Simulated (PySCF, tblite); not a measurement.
# C₄H₁₂OSi: geometry, infrared bands and NMR shifts

Aim: predict the infrared bands and NMR shifts of C₄H₁₂OSi (`CC(C)(C)[SiH2]O`).

Programs: tblite 0.8.0 and PySCF 2.14.0, with density-fitted response routines of our own. Each step states its level of theory. These are calculated values for one molecule in the gas phase, unless marked as measured. Atoms count from 0, in the outputs and in this text.

## Step 1: The starting structure

18 atoms, charge 0, multiplicity 1; geometry from: force field or distance geometry start.

Bonds of the start (Å): C0–C1 1.54, C1–C2 1.54, C1–C3 1.55, C1–Si4 1.98, Si4–O5 1.66, C0–H6 1.10, C0–H7 1.10, C0–H8 1.10, C2–H9 1.09, C2–H10 1.11, C2–H11 1.10, C3–H12 1.09, C3–H13 1.10, C3–H14 1.10, Si4–H15 1.48, Si4–H16 1.48, O5–H17 0.97.

## Step 2: Relaxing the molecule with GFN2-xTB

Job settings and geometry (Å):

```
{"job": {"kind": "relax", "xc": "GFN2-xTB", "basis": "xTB"}, "charge": 0, "multiplicity": 1}
C     -0.959700     0.884200     0.966900
C     -0.267900    -0.059700    -0.033800
C     -1.067700    -1.377100    -0.120000
C     -0.224200     0.612200    -1.424400
Si     1.564300    -0.456200     0.601700
O      2.471100     0.930000     0.693800
H     -0.435500     1.844600     1.054400
H     -1.026700     0.452100     1.974500
H     -1.985000     1.106200     0.639800
H     -0.626700    -2.078300    -0.826500
H     -2.102000    -1.176800    -0.468000
H     -1.150800    -1.881600     0.849200
H     -1.241100     0.823500    -1.765200
H      0.263100    -0.042000    -2.161800
H      0.324800     1.560600    -1.390200
H      1.497100    -1.104500     1.934800
H      2.208900    -1.348400    -0.390100
H      2.749300     1.317600    -0.146800
```

On the command line:

```sh
> OMP_NUM_THREADS=1 python probes_run.py task.json out
```

One launch serves the whole session: the jobs run in the order shown.

**Question.** This job is followed by: GFN2-xTB harmonic vibrations, gas phase; GIAO PBE0/pcSseg-1 NMR shielding, non-relativistic, gas phase. Predict these results of the whole session: strongest single infrared mode (GFN2-xTB); zero-point energy (GFN2-xTB); 13C shifts against TMS (PBE0/pcSseg-1, means over atoms taken as alike); 1H shifts against TMS (PBE0/pcSseg-1, means over atoms taken as alike); 29Si shifts against TMS (PBE0/pcSseg-1); 17O shifts against H2O (PBE0/pcSseg-1).

The runs gave:

| quantity | value |
| --- | --- |
| strongest single infrared mode (GFN2-xTB) | 801 cm⁻¹, 410 km/mol |
| zero-point energy (GFN2-xTB) | 94.3 kcal/mol |
| 13C shifts against TMS (PBE0/pcSseg-1, means over atoms taken as alike) | 27.2, 21.9 ppm |
| 1H shifts against TMS (PBE0/pcSseg-1, means over atoms taken as alike) | 4.74, 0.96, 0.94 ppm |
| 29Si shifts against TMS (PBE0/pcSseg-1) | -6.3 ppm |
| 17O shifts against H2O (PBE0/pcSseg-1) | 12.9 ppm |

Relaxing lowered the energy by 0.135 eV in 52 steps; the close pair that moved most is C1–Si4, from 1.979 to 1.919 Å. No mode is imaginary among the 48: a minimum at this level. The strongest single mode, at 801 cm⁻¹, moves mainly H17. Unscaled tight-binding wavenumbers are off by several per cent, some by more. Its intensities can rank the bands wrongly. At PBE0/pcSseg-1: The widest tensor belongs to Si4: span 79 ppm, with a paramagnetic part of -525 ppm.
